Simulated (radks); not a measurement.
# Nuclear size and the levels of Gd

Aim: how the total energy, the levels and the density at the nucleus of Gd respond when the nuclear radius is scaled.

The numbers are computed with radks (a radial shooting solver on a logarithmic mesh, Libxc functionals) version 1 (Dirac Kohn-Sham, BLYP, spin-unpolarised, spherical densities, finite nucleus; open shells fill j = l - 1/2 first), except any that are marked as measured or tabulated.

**1. The system**

| Quantity | Value |
| --- | --- |
| element | gadolinium (Z = 64) |
| charge | 0 |
| electrons | 64 |
| configuration | [Xe] 4f7 5d1 6s2 |
| nuclear rms radius | 5.1569 fm |

**2. rms radius 5.1569 fm**

The run's settings:

```text
Z 64
configuration [Xe] 4f7 5d1 6s2 6p0 7s0
relativity Dirac
functional b88,lyp
spin unpolarised
j_filling energy
nucleus finite rms 5.1569 fm
c 137.035999084
```

**3. rms radius 4.6412 fm**

Changes since step 2:

```diff
@@ -6,3 +6,3 @@
 j_filling energy
-nucleus finite rms 5.1569 fm
+nucleus finite rms 4.6412 fm
 c 137.035999084
```

**4. rms radius 4.9764 fm**

Changes since step 3:

```diff
@@ -6,3 +6,3 @@
 j_filling energy
-nucleus finite rms 4.6412 fm
+nucleus finite rms 4.9764 fm
 c 137.035999084
```

**5. rms radius 5.4044 fm**

Changes since step 4:

```diff
@@ -6,3 +6,3 @@
 j_filling energy
-nucleus finite rms 4.9764 fm
+nucleus finite rms 5.4044 fm
 c 137.035999084
```

**6. rms radius 6.4049 fm**

Changes since step 5:

```diff
@@ -6,3 +6,3 @@
 j_filling energy
-nucleus finite rms 5.4044 fm
+nucleus finite rms 6.4049 fm
 c 137.035999084
```

What does the calculation give? Wanted: for each run, rms radius; total energy shift; density at nucleus; 1s1/2 shift; 2s1/2 shift; 5p1/2 shift; 6s1/2 shift; 6p1/2 shift.

As calculated:

| rms radius (fm) | total energy shift (eV) | density at nucleus (e/bohr³) | 1s1/2 shift (meV) | 2s1/2 shift (meV) | 5p1/2 shift (meV) | 6s1/2 shift (meV) | 6p1/2 shift (meV) |
| --- | --- | --- | --- | --- | --- | --- | --- |
| 4.6412 | -3.99 | 6.458e+05 | -1646 | -212 | 0.202 | -0.0925 | 0.0514 |
| 4.9764 | -1.43 | 6.345e+05 | -591 | -76.1 | 0.0725 | -0.0332 | 0.0185 |
| 5.1569 | 0 | 6.287e+05 | 0 | 0 | 0 | 0 | 0 |
| 5.4044 | 2.03 | 6.213e+05 | 836 | 108 | -0.103 | 0.0470 | -0.0261 |
| 6.4049 | 10.9 | 5.948e+05 | 4506 | 580 | -0.553 | 0.253 | -0.141 |

**Reading.** Shifts are against the first run. Over the range the 1s1/2 level moves by 6.15 eV and the 6p1/2 level by -0.192 meV. A larger nucleus binds the 1s electrons less and lowers the density at its centre. These are shifts of eigenvalues, not the field shifts of spectral lines.
